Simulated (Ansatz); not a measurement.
# Cs3Cu: the cost of one run

Method: DFT PBE, scalar-relativistic, plane waves, PAW, in Ansatz 0.2.0.

2 further runs of the same task are left out: 2 that didn't finish.

### 1 Starting point

The structure is cubic, space group Pm-3m (No. 221). The conventional cell has a = 5.263 Å, b = 5.263 Å, c = 5.263 Å, α = 90.00°, β = 90.00°, γ = 90.00°. Around Cs (site symmetry 4/mmm) lie 8 Cs at 3.72 Å and 4 Cu at 3.72 Å. Cu (site symmetry m-3m) has 12 Cs at 3.72 Å as nearest neighbours.

Coordinates:

```
Cs Cu
1.0
     5.26291    0.00000    0.00000
     0.00000    5.26291    0.00000
     0.00000    0.00000    5.26291
Cs Cu
3 1
Direct
  0.00000 0.50000 0.50000
  0.50000 0.00000 0.50000
  0.50000 0.50000 0.00000
  0.00000 0.00000 0.00000
```

This is candidate A: Cu3Au (L1_2) type (Pm-3m, No. 221).

(A quick probe on a coarse mesh, which set the mesh and smearing, is not shown.)

### 3 Rough relaxation on the coarse mesh (candidate A)

input.yaml reads:

```yaml
crystal:
  lattice:
    - [5.2629100699, 0.0, 0.0]
    - [0.0, 5.2629100699, 0.0]
    - [0.0, 0.0, 5.2629100699]
  atoms:
    - { symbol: Cs, position: [0.0, 0.5, 0.5] }
    - { symbol: Cs, position: [0.5, 0.0, 0.5] }
    - { symbol: Cs, position: [0.5, 0.5, 0.0] }
    - { symbol: Cu, position: [0.0, 0.0, 0.0] }
basis:
  ecutwfc: 420
kpoints:
  mp_grid: { grid: [4, 4, 4] }
hamiltonian:
  xc: pbe
scf:
  occupations: { method: gaussian, width: 0.1 }
  lower_state_search: "off"
output:
  forces: true
  stress: true
  eigenvalues: true
relax:
  adjacent_minimum: "off"
  f_tol: 0.04
  max_steps: 70
  cell: { stress_tol: 0.4 }
```

On the command line:

```
> ansatz run input.yaml --threads 1 --pin off --max-ram 2560MiB --backend cpu --events-out ev --progress --plain --runs-dir out
```

Q: Estimate wall time and peak memory on 1 thread of Arm Neoverse V1, shared host.

About 39 s, with a peak of 0.47 GiB.
